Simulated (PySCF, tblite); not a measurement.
# C6H7OSi radical: geometry, infrared bands and EPR parameters

Wanted: the infrared bands and EPR parameters of C6H7OSi radical (`[SiH3]Oc1[c]cccc1`), by calculation.

Computed with tblite 0.8.0 and PySCF 2.14.0, with density-fitted response routines of our own, on a single molecule in the gas phase. Atoms are numbered from 0 throughout.

## 1. Starting geometry

15 atoms, charge 0, multiplicity 2; geometry from: force field or distance geometry start.

Bonds of the start (Å): Si0–O1 1.74, O1–C2 1.39, C2–C3 1.40, C3–C4 1.40, C4–C5 1.38, C5–C6 1.39, C6–C7 1.39, C7–C2 1.38, Si0–H8 1.48, Si0–H9 1.47, Si0–H10 1.49, C4–H11 1.09, C5–H12 1.09, C6–H13 1.08, C7–H14 1.09.

## 2. Relaxing the molecule with GFN2-xTB

What the job is given:

```
{"job": {"kind": "relax", "xc": "GFN2-xTB", "basis": "xTB"}, "charge": 0, "multiplicity": 2}
Si     2.869200     0.140500    -0.451600
O      1.588100    -1.015200    -0.239500
C      0.306500    -0.524500    -0.034100
C      0.086000     0.856500    -0.040200
C     -1.198200     1.371500     0.165700
C     -2.253500     0.505900     0.337000
C     -2.074700    -0.877000     0.336300
C     -0.780000    -1.350800     0.152500
H      3.833600    -0.298400    -1.483700
H      3.573700     0.427300     0.805300
H      2.252800     1.437100    -0.868500
H     -1.326600     2.453900     0.158200
H     -3.274100     0.852100     0.502100
H     -2.923000    -1.531500     0.483200
H     -0.684500    -2.439300     0.155500
```

Launch:

```console
$ OMP_NUM_THREADS=1 python probes_run.py task.json out
```

One launch serves the whole session: the jobs run in the order shown.

What it wrote:

```text
step      E/eV     max force
  0    -602.49722    2.054
  1    -602.64749    1.205
  2    -602.71320    0.702
  3    -602.77138    0.648
  4    -602.78764    0.387
  5    -602.81212    0.346
  6    -602.82382    0.361
  7    -602.84419    0.360
  8    -602.85524    0.283
  9    -602.86579    0.273
 10    -602.87380    0.271
 11    -602.88094    0.239
 12    -602.88560    0.165
 13    -602.88845    0.127
 14    -602.89124    0.177
 15    -602.89482    0.160
 16    -602.89849    0.164
 17    -602.90182    0.159
 18    -602.90528    0.228
 19    -602.90932    0.265
 20    -602.91328    0.196
 21    -602.91676    0.151
 22    -602.92046    0.137
 23    -602.92581    0.254
 24    -602.93349    0.360
 25    -602.94110    0.325
 26    -602.94522    0.178
 27    -602.94727    0.110
 28    -602.94885    0.093
 29    -602.95006    0.089
 30    -602.95087    0.067
 31    -602.95130    0.047
 32    -602.95159    0.037
 33    -602.95187    0.042
 34    -602.95219    0.053
 35    -602.95254    0.049
 36    -602.95296    0.049
 37    -602.95342    0.053
 38    -602.95383    0.040
 39    -602.95413    0.044
 40    -602.95438    0.044
 41    -602.95468    0.055
 42    -602.95502    0.063
 43    -602.95531    0.046
 44    -602.95551    0.038
 45    -602.95570    0.036
 46    -602.95590    0.044
 47    -602.95615    0.047
 48    -602.95643    0.038
 49    -602.95670    0.046
 50    -602.95701    0.047
 51    -602.95736    0.057
 52    -602.95774    0.052
 53    -602.95815    0.059
 54    -602.95864    0.054
 55    -602.95926    0.068
 56    -602.95993    0.077
 57    -602.96052    0.057
 58    -602.96103    0.053
 59    -602.96159    0.059
 60    -602.96237    0.126
 61    -602.96329    0.117
 62    -602.96463    0.087
 63    -602.96608    0.072
 64    -602.96669    0.067
 65    -602.96738    0.081
 66    -602.96778    0.060
 67    -602.96804    0.041
 68    -602.96823    0.038
 69    -602.96844    0.038
 70    -602.96869    0.037
 71    -602.96889    0.022
 72    -602.96903    0.028
 73    -602.96915    0.027
 74    -602.96929    0.030
 75    -602.96942    0.030
 76    -602.96952    0.024
 77    -602.96959    0.020
 78    -602.96966    0.021
 79    -602.96977    0.036
 80    -602.96994    0.053
 81    -602.97021    0.067
 82    -602.97062    0.068
 83    -602.97116    0.067
 84    -602.97176    0.069
 85    -602.97233    0.052
 86    -602.97282    0.058
 87    -602.97332    0.056
 88    -602.97384    0.049
 89    -602.97392    0.076
 90    -602.97441    0.036
 91    -602.97454    0.031
 92    -602.97481    0.033
 93    -602.97498    0.034
 94    -602.97525    0.030
 95    -602.97540    0.022
 96    -602.97546    0.014
 97    -602.97549    0.011
 98    -602.97551    0.009
```

Wall time 0.54 s (1 thread of Arm Neoverse V2, shared host).

Relaxation path: (not every step is listed)

| step | energy from step 0 (eV) | largest force (eV/Å) |
| --- | --- | --- |
| 0 | 0.0000 | 2.0544 |
| 1 | -0.1503 | 1.2051 |
| 2 | -0.2160 | 0.7022 |
| 3 | -0.2742 | 0.6485 |
| 4 | -0.2904 | 0.3872 |
| 5 | -0.3149 | 0.3460 |
| 6 | -0.3266 | 0.3614 |
| 7 | -0.3470 | 0.3603 |
| 8 | -0.3580 | 0.2825 |
| 16 | -0.4013 | 0.1640 |
| 24 | -0.4363 | 0.3599 |
| 32 | -0.4544 | 0.0368 |
| 40 | -0.4572 | 0.0436 |
| 48 | -0.4592 | 0.0376 |
| 56 | -0.4627 | 0.0766 |
| 64 | -0.4695 | 0.0669 |
| 72 | -0.4718 | 0.0282 |
| 80 | -0.4727 | 0.0529 |
| 88 | -0.4766 | 0.0486 |
| 93 | -0.4778 | 0.0342 |
| 94 | -0.4780 | 0.0305 |
| 95 | -0.4782 | 0.0224 |
| 96 | -0.4782 | 0.0140 |
| 97 | -0.4783 | 0.0114 |
| 98 | -0.4783 | 0.0095 |

Distances of close pairs at the start and the end, largest changes first:

| bond | before (Å) | after (Å) | change (Å) |
| --- | --- | --- | --- |
| Si0–O1 | 1.738 | 1.636 | -0.102 |
| O1–C2 | 1.388 | 1.344 | -0.044 |
| C3–C4 | 1.399 | 1.359 | -0.040 |
| Si0–H10 | 1.495 | 1.463 | -0.032 |
| C2–C3 | 1.399 | 1.372 | -0.026 |
| Si0–H8 | 1.479 | 1.454 | -0.025 |
| C2–C7 | 1.378 | 1.400 | +0.022 |
| C4–C5 | 1.376 | 1.396 | +0.020 |

The next job starts from the end point, and lists it.

## 3. Harmonic vibrations with GFN2-xTB

What the job is given:

```
{"job": {"kind": "ir", "xc": "GFN2-xTB", "basis": "xTB"}, "charge": 0, "multiplicity": 2}
Si     2.891378     0.142761    -0.503062
O      1.552298    -0.787342    -0.369578
C      0.307628    -0.359656    -0.099010
C     -0.027745     0.954548     0.109251
C     -1.281200     1.401704     0.385459
C     -2.310663     0.462846     0.466408
C     -2.022263    -0.873948     0.261864
C     -0.734571    -1.290766    -0.017370
H      3.855339    -0.908572    -0.785127
H      3.141008     0.854793     0.750197
H      2.736633     1.111102    -1.588592
H     -1.484997     2.450562     0.540634
H     -3.316304     0.788227     0.686442
H     -2.813874    -1.606818     0.320670
H     -0.497081    -2.331451    -0.180098
```

What it wrote:

```text
mode    cm-1     km/mol
  1      65.0      1.89
  2      86.7      1.41
  3     107.5      0.07
  4     220.8      0.11
  5     350.7      1.75
  6     378.7      1.68
  7     472.5      7.55
  8     489.9      0.16
  9     580.5      0.53
 10     596.4     54.67
 11     621.2     13.82
 12     631.1     51.14
 13     745.5    182.31
 14     745.9     91.99
 15     755.5     49.42
 16     795.0    280.69
 17     821.3    345.45
 18     828.9      5.38
 19     884.2      0.96
 20     897.8      0.10
 21     898.8     86.66
 22     986.0    121.92
 23    1067.1      1.16
 24    1121.2      7.01
 25    1157.3      0.50
 26    1199.2      4.32
 27    1265.6    252.07
 28    1286.8     52.03
 29    1408.4     21.59
 30    1442.1    144.42
 31    1517.0     11.32
 32    1613.0     64.65
 33    2249.0    400.29
 34    2274.1    157.87
 35    2346.7    261.46
 36    3070.2      0.11
 37    3073.3     16.12
 38    3082.1     46.00
 39    3089.1     20.38
```

Wall time 0.41 s (1 thread of Arm Neoverse V2, shared host).

The strongest bands and the atoms that carry them (share of the mass-weighted mode):

| cm⁻¹ | km/mol | atoms |
| --- | --- | --- |
| 746 | 182.3 | H8 47 %, H10 19 %, H9 10 % |
| 795 | 280.7 | H10 33 %, H9 32 %, H8 28 % |
| 821 | 345.4 | H9 40 %, H10 40 %, H8 12 % |
| 1266 | 252.1 | C2 28 %, O1 19 %, H13 17 %, C7 11 % |
| 1442 | 144.4 | C6 27 %, C2 22 %, C3 12 % |
| 2249 | 400.3 | H10 49 %, H9 47 % |
| 2274 | 157.9 | H9 49 %, H10 48 % |
| 2347 | 261.5 | H8 97 % |

## 4. g tensor and hyperfine couplings: B3LYP/pcH-1

Same as in step 3 but for these lines:

```diff
@@ -1,2 +1,2 @@
-{"job": {"kind": "ir", "xc": "GFN2-xTB", "basis": "xTB"}, "charge": 0, "multiplicity": 2}
+{"job": {"kind": "epr", "basis": "pcH-1"}, "charge": 0, "multiplicity": 2}
 Si     2.891378     0.142761    -0.503062
```

With the program's defaults for keys left out, this is: UKS B3LYP, pcH-1 on C H O Si, non-relativistic, mean-field spin-orbit, GIAO.

What it wrote:

```text
UKS, coarse grid
  cycle   1  E = -597.43486046  |g| = 5.22e-01
  cycle   2  E = -597.29445092  |g| = 8.14e-01
  cycle   3  E = -597.52978115  |g| = 1.07e-01
  cycle   4  E = -597.53399305  |g| = 4.37e-02
  cycle   5  E = -597.53488128  |g| = 1.64e-02
  cycle   6  E = -597.53501652  |g| = 5.87e-03
  cycle   7  E = -597.53504277  |g| = 2.11e-03
  cycle   8  E = -597.53504875  |g| = 1.33e-03
  cycle   9  E = -597.53505158  |g| = 5.45e-04
UKS, final grid
  cycle   1  E = -597.53505547  |g| = 6.94e-04
  cycle   2  E = -597.53505510  |g| = 1.25e-03
  cycle   3  E = -597.53505600  |g| = 1.65e-04
  cycle   4  E = -597.53505612  |g| = 1.53e-04
  cycle   5  E = -597.53505615  |g| = 4.62e-05
  cycle   6  E = -597.53505615  |g| = 1.47e-05
E = -597.53505615 Eh   <S^2> = 0.7567 (exact 0.7500)
g shifts (ppm)      1          2          3
  rmc          -159       -159       -159
  gc             23         11         24
  oz_so        -225        -13        839
  total        -361       -161        704
hyperfine (MHz)  atom isotope    a_iso     a_fc   dipolar eigenvalues
    0  29Si      -0.83      -0.84     -2.13      0.52      1.61
    1   17O     -13.56     -13.55     -4.81      1.25      3.56
    2   13C      -3.03      -3.01    -15.42     -5.57     20.99
    3   13C     361.18     361.26    -77.43    -61.10    138.53
    4   13C       3.99       4.00    -13.10     -1.57     14.66
    5   13C      45.49      45.50     -6.42     -2.68      9.10
    6   13C      -4.61      -4.61     -5.89      2.14      3.76
    7   13C      28.50      28.50     -5.39     -1.95      7.34
    8    1H       2.93       2.93     -1.13     -0.90      2.04
    9    1H       6.18       6.18     -3.04     -2.20      5.25
   10    1H       5.90       5.89     -3.00     -2.18      5.18
   11    1H      65.33      65.33     -6.74     -5.55     12.29
   12    1H      12.31      12.31     -3.19     -2.19      5.38
   13    1H       5.18       5.18     -1.61      0.20      1.41
   14    1H      28.59      28.59     -2.94     -1.93      4.87
```

Run time: 1.7 min. Hardware: 1 thread of Arm Neoverse V2, shared host; peak memory 0.97 GiB.

Principal g values 2.00196, 2.00216, 2.00302; g(iso) = 2.00238, against 2.00232 for a free electron.

Hyperfine couplings; where a row names several nuclei, a(iso) is their mean (it holds for fast rotation or exchange) and the dipolar term the largest among them:

| nuclei | isotope | a(iso) (MHz) | a(iso) (G, at g = 2.0023) | largest dipolar term (MHz) |
| --- | --- | --- | --- | --- |
| C3 | 13C | 361.2 | 128.9 | 138.5 |
| H11 | 1H | 65.3 | 23.3 | 12.3 |
| C5 | 13C | 45.5 | 16.2 | 9.1 |
| H14 | 1H | 28.6 | 10.2 | 4.9 |
| C7 | 13C | 28.5 | 10.2 | 7.3 |
| O1 | 17O | -13.6 | -4.8 | -4.8 |
| H12 | 1H | 12.3 | 4.4 | 5.4 |
| H13 | 1H | 5.2 | 1.8 | -1.6 |
| H8, H9, H10 | 1H | 5.0 | 1.8 | 5.2 |
| C6 | 13C | -4.6 | -1.6 | -5.9 |
| C4 | 13C | 4.0 | 1.4 | 14.7 |
| C2 | 13C | -3.0 | -1.1 | 21.0 |
| Si0 | 29Si | -0.8 | -0.3 | -2.1 |

Mulliken spin populations:

Si0 0.01; O1 0.00; C2 -0.06; C3 0.99; C4 -0.07; C5 0.06; C6 -0.04; C7 0.05; H8 0.00; H9 0.00; H10 0.00; H11 0.03; H12 0.01; H13 0.00; H14 0.01

In first order the couplings over 0.8 MHz of 1H give 64 distinct lines over 45.1 G, if the averaged nuclei exchange fast.

The fields below are evaluated on a grid from the run's orbitals.

ELF in a plane through or near 13 of the atoms.

Ten even steps from ' ' (0.00) to '@' (1.00):
```
                                                        
                                                        
                                                        
                              --@@@@%%::                
                        ..    **@@@@@@++                
                      ::++--  ++@@@@@@::                
              ....    **%%%%++++++##==  ::****          
            ::----..  **@@##**%%++==**--@@@@@@==        
          ..........  ::##::::##++%%--==@@@@@@##        
      ..--==..####..++..**%%##..  ++::::%%@@%%::        
    ::##@@@@++==--**%%##::++++....##@@##::....          
    ++@@@@@@@@##--##--****--@@--##..++++==..            
    ==@@@@@@@@**..##%%##..----##==****@@@@@@--          
    ..##@@@@@@::  ++##==  ::@@##++--##@@@@@@**          
        --##++      ::    %%@@@@%%  ::%%@@%%::          
                        ..@@@@@@%%    ::++::            
                          ==%%%%--                      
                                                        
                                                        
                                                        
```
The map spans 13.1 Å across and 10.1 Å up, centred on the molecule. Atoms in the plane (x, y in Å): Si0 (-2.9, 0.1), O1 (-1.6, -0.8), C2 (-0.3, -0.4), C3 (0.0, 1.0), C4 (1.3, 1.4), C5 (2.4, 0.5), C6 (2.0, -0.9), C7 (0.7, -1.3), H8 (-3.9, -0.9), H11 (1.6, 2.5), H12 (3.4, 0.8), H13 (2.8, -1.6), H14 (0.5, -2.3).

On the surface of density 0.002 e/bohr³ the electrostatic potential runs, from the 1st to the 99th percentile, from -0.87 V near O1 to 1.41 V near H9.

The spin density lies nearest to C3 73 %.

## 5. Summary of results

| quantity | value |
| --- | --- |
| strongest single infrared mode (GFN2-xTB) | 2249 cm⁻¹, 400 km/mol |
| zero-point energy (GFN2-xTB) | 64.6 kcal/mol |
| g(iso) (B3LYP) | 2.00238 |
| ⟨S²⟩ | 0.757 (exact 0.75) |
| largest a(iso) (averaged by class) | 13C on C3, 361.2 MHz |
| surface potential, 1st and 99th percentile | -0.87 V and 1.41 V |

**Reading.** Over 98 steps the energy fell by 0.478 eV; of the close pairs, Si0–O1 changed most, 1.738 to 1.636 Å. No mode is imaginary among the 39: a minimum at this level. The strongest single mode, at 2249 cm⁻¹, moves mainly H10 and H9. GFN2-xTB is a fitted tight-binding method: band positions and strengths are rough. Its intensities can rank the bands wrongly. Most of the unpaired spin sits on C3 (0.99 e). The isotropic g lies 0.1 ppt above the free-electron value.
